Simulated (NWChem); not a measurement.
# CH2BrF (bromofluoromethane) at 4 levels

We compute a comparison of 4 runs (HF/STO-3G, HF/3-21G, B3LYP/6-31G*) of CH2BrF (bromofluoromethane). 

The results are computed with NWChem 7.3.0.

## Step 1: The structure to begin with

CH2BrF: 5 atoms, total charge 0, spin state singlet. SMILES: `FCBr`. Geometry: relaxed at PBE0-D4/def2-TZVP.

Bond lengths: F1–C2 1.352 Å, C2–Br3 1.935 Å, C2–H4 1.088 Å, C2–H5 1.088 Å. Angles: F1–C2–Br3 110.7°, F1–C2–H4 109.8°, F1–C2–H5 109.8°, Br3–C2–H4 106.9°, Br3–C2–H5 106.9°, H4–C2–H5 112.8°.

## Step 2: Energy and gradient at HF/STO-3G (run 1)

The input, calc.nw:

```
start calc
title "CH2BrF gradient"
memory 2200 mb
geometry units angstrom noautosym nocenter noautoz
  F        0.686900       1.170700       0.163000
  C        0.150000      -0.066700       0.076600
  Br      -1.544900      -0.012500      -0.855200
  H        0.807700      -0.713600      -0.500400
  H       -0.049700      -0.451500       1.074600
end
basis spherical bse
  F library STO-3G
  C library STO-3G
  Br library STO-3G
  H library STO-3G
end
scf
  nopen 0
  rhf
  thresh 1e-08
  maxiter 80
  print low
end
task scf gradient
```

Run with:

```bash
$ nwchem calc.nw > calc.out
```

The log of the run:

```text
[...]
  functions       =    30
[...]
  wavefunction    = RHF
[...]
         Total SCF energy =  -2681.260202482038
      One-electron energy =  -4082.389823643251
      Two-electron energy =   1235.529659050446
 Nuclear repulsion energy =    165.599962110767
        Time for solution =      1.0s
[...]
                         RHF ENERGY GRADIENTS
    atom               coordinates                        gradient
                 x          y          z           x          y          z
   1 F       1.298053   2.212302   0.308025   -0.013103  -0.026319  -0.002751
   2 C       0.283459  -0.126045   0.144753    0.022770   0.003740   0.011786
   3 Br     -2.919438  -0.023622  -1.616094    0.000365   0.001068   0.000016
   4 H       1.526332  -1.348508  -0.945619   -0.006844   0.011308  -0.001174
   5 H      -0.093919  -0.853211   2.030700   -0.003187   0.010202  -0.007877
 Task  times  cpu:        1.5s     wall:        1.5s
 Total times  cpu:        1.5s     wall:        1.5s
```

Run time: 2.1 s. Hardware: 1 thread of Intel Xeon 6975P-C (Granite Rapids), shared host; peak memory 0.099 GiB.

## Step 3: Energy and forces at HF/3-21G (run 2)

The input, m1.nw:

```
start m1
title "CH2BrF gradient"
memory total 2200 mb
charge 0

geometry units angstrom noautosym nocenter noautoz
 F      0.686900     1.170700     0.163000
 C      0.150000    -0.066700     0.076600
 Br    -1.544900    -0.012500    -0.855200
 H      0.807700    -0.713600    -0.500400
 H     -0.049700    -0.451500     1.074600
end

basis spherical bse
 * library 3-21G
end

scf
 thresh 1e-08
 maxiter 80
end

task scf gradient
```

Run with:

```bash
$ nwchem m1.nw > m1.out
```

The log of the run:

```text
[...]
  functions       =    44
[...]
  wavefunction    = RHF
[...]
         Total SCF energy =  -2697.744372608202
      One-electron energy =  -4090.990164162683
      Two-electron energy =   1227.645829443715
 Nuclear repulsion energy =    165.599962110767
        Time for solution =      1.3s
[...]
                         RHF ENERGY GRADIENTS
    atom               coordinates                        gradient
                 x          y          z           x          y          z
   1 F       1.298053   2.212302   0.308025   -0.009983  -0.025677  -0.001159
   2 C       0.283459  -0.126045   0.144753   -0.015039   0.032329  -0.013559
   3 Br     -2.919438  -0.023622  -1.616094    0.021242  -0.001124   0.011748
   4 H       1.526332  -1.348508  -0.945619    0.007218  -0.004398  -0.008310
   5 H      -0.093919  -0.853211   2.030700   -0.003438  -0.001131   0.011279
[...]
```

Run time: 2.5 s. Hardware: 1 thread of Intel Xeon 6975P-C (Granite Rapids), shared host; peak memory 0.099 GiB.

Run 3 isn't shown in full; the table further down has it.

## Step 4: Energy and forces at B3LYP/6-31G(d) (Cartesian functions) (run 4)

The input, run.nw:

```
start run
memory total 2200 mb

geometry noautosym nocenter noautoz
   F      0.686900     1.170700     0.163000
   C      0.150000    -0.066700     0.076600
   Br    -1.544900    -0.012500    -0.855200
   H      0.807700    -0.713600    -0.500400
   H     -0.049700    -0.451500     1.074600
end

basis cartesian
   * library 6-31G*
end

dft
   xc b3lyp
   grid xfine
   convergence energy 1e-08
   maxiter 100
   mulliken
   print medium
end

task dft gradient
```

Run with:

```bash
$ nwchem run.nw > run.out
```

The log of the run:

```text
[...]
          Wavefunction type:  closed shell.
          No. of atoms     :     5
          No. of electrons :    52
[...]
          Charge           :     0
          Spin multiplicity:     1
[...]
          AO basis - number of functions:    69
[...]
              XC Information
              --------------
                         B3LYP Method XC Potential
                     Hartree-Fock (Exact) Exchange  0.200
                        Slater Exchange Functional  0.800 local
                    Becke 1988 Exchange Functional  0.720 non-local
              Lee-Yang-Parr Correlation Functional  0.810
                  VWN I RPA Correlation Functional  0.190 local
[...]
 d= 0,ls=0.0,diis     1  -2712.9266071892 -2.88D+03  1.88D-02  1.92D+00     1.6
[...]
 d= 0,ls=0.0,diis    10  -2713.0169271229 -3.08D-10  1.47D-07  4.22D-10    11.9
         Total DFT energy =    -2713.016927122879
      One electron energy =    -4103.135736277779
           Coulomb energy =     1332.455903351905
    Exchange-Corr. energy =     -107.937056307772
 Nuclear repulsion energy =      165.599962110767
[...]
  wavefunction    = closed shell
                         DFT ENERGY GRADIENTS
    atom               coordinates                        gradient
                 x          y          z           x          y          z
   1 F       1.298053   2.212302   0.308025   -0.002879  -0.006731  -0.000445
   2 C       0.283459  -0.126045   0.144753   -0.007022   0.003069  -0.004325
   3 Br     -2.919438  -0.023622  -1.616094    0.011018  -0.000202   0.006029
   4 H       1.526332  -1.348508  -0.945619   -0.000918   0.002038   0.000024
   5 H      -0.093919  -0.853211   2.030700   -0.000199   0.001827  -0.001283
[...]
```

Wall time 17 s (1 thread of Intel Xeon 6975P-C (Granite Rapids), shared host); peak memory 0.12 GiB.

## Step 5: All runs side by side

```
run                               level  iteration cap  module   energy (Eh)  largest force (eV/Å)  wall time
  1                           HF/STO-3G             80     scf  -2681.260202                 1.518      2.1 s
  2                            HF/3-21G             80     scf  -2697.744373                 1.962      2.5 s
  3  B3LYP/6-31G* (spherical functions)            100     dft  -2713.006389                 0.630       14 s
  4  B3LYP/6-31G* (Cartesian functions)            100     dft  -2713.016927                 0.646       17 s
```

## Step 6: Summary of results

| quantity | value |
| --- | --- |
| run 4: total energy | -2713.01693 Eh |
| run 4: dipole moment | 1.84 D |
| run 4: HOMO energy | -7.88 eV |
| run 4: LUMO energy | -0.25 eV |
| run 4: HOMO–LUMO gap | 7.63 eV |
| run 4: largest force on an atom | 0.646 eV/Å |

Over runs 2, 3, 4 the dipole moment (its size) runs from 1.84 D (B3LYP/6-31G*) to 2.24 D (HF/3-21G). The two ends differ in method and basis. In run 1 the basis is minimal, so the values are rough. All runs together took 35 s, the longest 17 s.
